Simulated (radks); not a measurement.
# Valence configurations of Pr⁺

The task here is to estimate one member of a computed series from the others.

Method: Dirac Kohn-Sham, PBEsol, spin-unpolarised, spherical densities, finite nucleus; open shells fill j = l - 1/2 first. Code: radks (a radial shooting solver on a logarithmic mesh, Libxc functionals) version 1.

## Starting point

```
element            : praseodymium (Z = 59)
charge             : +1
electrons          : 58
configuration      : [Xe] 4f3 6s1
nuclear rms radius : 4.8919 fm
others tried       : 4f2 6s2; 4f1.5 6s2 6p0.5; 4f4; 4f2 6s1.5 6p0.5; 4f3 5d1; 4f2 5d1 6s1; 4f3 6s0.5 6p0.5; 4f3 6p1; 4f2 6s1 6p1
```

The first run:

The run's settings:

```text
Z 59
configuration [Xe] 4f3 6s1
relativity Dirac
functional pbe_sol,pbe_sol
spin unpolarised
j_filling energy
nucleus finite rms 4.8919 fm
c 137.035999084
```

Steps of the session up to this table: [Xe] 4f3 6s1.

One table of the session follows, with a row left open; its other results are not shown here.

It belongs to the step «[Xe] 4f3 6s1». From the orbitals of this run (lengths in bohr):

```
level     <r>  outermost maximum (interpolated)  90 % within  nodes
4d3/2  0.7221                             0.631         1.09      1
4d5/2  0.7322                             0.640         1.10      1
5s1/2   1.508                              1.35         2.17      4
5p1/2       ?                                 ?            ?      ?
5p3/2   1.791                              1.56         2.62      3
6s1/2   4.070                              3.61         5.88      5
4f5/2   1.167                             0.691         2.09      0
4f7/2   1.188                             0.696         2.13      0
```

Q: Estimate the row for 5p1/2 from the others.

**Answer.** <r>: 1.703; outermost maximum (interpolated): 1.49; 90 % within: 2.49; nodes: 3. In the column «<r>» it lies between 5s1/2 (1.508) and 5p3/2 (1.791).
